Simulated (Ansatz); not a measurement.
Runs of Ansatz 0.2.0 on MgB. The structure is cubic, space group Pm-3m (No. 221). Conventional cell: a = 2.895 Å, b = 2.895 Å, c = 2.895 Å, α = 90.00°, β = 90.00°, γ = 90.00°. Mg (site symmetry m-3m) is surrounded by 8 B at 2.51 Å. B (site symmetry m-3m) has 8 Mg at 2.51 Å as nearest neighbours. The cell was built by a generator and needn't be a form met in nature.

```csv
task,level,cell,k mesh,cutoff (eV),points for each segment of the path,atoms under strain,gap on the mesh (eV),pressure (GPa)
relaxation of cell and atoms,PBEsol+D3(BJ),relaxed,9 × 9 × 9,420,-,-,none,0.0
band structure,RPBE,as given,9 × 9 × 9,420,14,-,none,2.8
elastic constants,LDA,as given,8 × 8 × 8,420,-,relaxed,none,-4.8
band structure,r2SCAN,as given,9 × 9 × 9,500,14,-,none,-0.8
band structure,LDA,as given,9 × 9 × 9,420,14,-,none,(a)
```

Alike in all rows: potentials or basis Ansatz PAW; no spin polarisation; smearing fermi-dirac 0.05 eV.

Task: Estimate the missing entries.

Result: (a) -5.1.

Caveats: the PAW data sets come from PBE, with cores solved anew for the run's functional, which leaves a small shift of forces and pressure; the plane-wave basis is chosen anew once the cell has moved, so the energies of steps on either side of that aren't comparable (some runs); pairwise dispersion overbinds metals, which lowers pressure and volume (some runs); the cell is more than 3 GPa from zero pressure, which shifts response properties (some runs); elastic constants of metals need much finer meshes, so these are rough (some runs).

A gap of «none» marks a metal or a gap under the smearing width.

Runs at the PBE level aren't shown here.
